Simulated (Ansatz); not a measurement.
Runs of Ansatz 0.2.0 on CaB2. It takes space group P6/mmm (No. 191, hexagonal). The conventional cell has a = 3.226 Å, b = 3.226 Å, c = 4.067 Å, α = 90.00°, β = 90.00°, γ = 120.00°. Ca (site symmetry 6/mmm) has 12 B at 2.76 Å as nearest neighbours. B (site symmetry -6m2) is surrounded by 3 B at 1.86 Å. The cell comes from a database or a generator and needn't be the stable form of this composition.

```csv
level,cutoff (eV),gap on the mesh (eV),pressure (GPa)
BLYP,420,none,(b)
RPBE,420,none,2.7
r2SCAN,500,none,-0.4
PBEsol,420,none,(a)
revPBE,420,none,1.9
LDA,420,none,-7.0
```

Alike in all rows: task band structure; potentials or basis Ansatz PAW; no spin polarisation; cell as given; k mesh 9 × 9 × 7; smearing fermi-dirac 0.05 eV.

Q: Fill in the values left out.

A: (a) -3.3; (b) 2.3.

Caveats: the PAW data sets come from PBE, with cores solved anew for the run's functional, which leaves a small shift of forces and pressure.

A gap of «none» marks a metal or a gap under the smearing width.

Runs at the PBE level aren't shown here.
